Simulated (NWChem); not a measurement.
**Plane-wave run on NaI (rocksalt type)**

```yaml
crystal:
  lattice:
    - [0.00000, 3.17589, 3.17589]
    - [3.17589, 0.00000, 3.17589]
    - [3.17589, 3.17589, 0.00000]
  atoms:
    - { symbol: I, position: [0.00000, 0.00000, 0.00000] }
    - { symbol: Na, position: [0.50000, 0.50000, 0.50000] }
```

The numbers come from NWChem runs, not from measurements. Origin of the cell: lattice set by a structure generator, not relaxed at this level; this structure type may not be the compound's usual one.

Norm-conserving pseudopotentials with valence charges I 7, Na 1, fixed occupations, no spin-orbit coupling, density cut at twice the wavefunction cutoff.

The filled d shells of I are in the core.

Level: LDA (Vosko), Troullier-Martins, cutoff 30 Ha, density from a 4×4×4 mesh. Bands run along Γ–X–U|K–Γ–L–W–X with k in units of the cell's reciprocal vectors.

Q: What gap does the band structure show, and how wide is the group of occupied bands?

A: It shows a direct gap along this path of 3.46 eV at Γ. The 4 occupied bands reach 11.3 eV below the valence-band top.
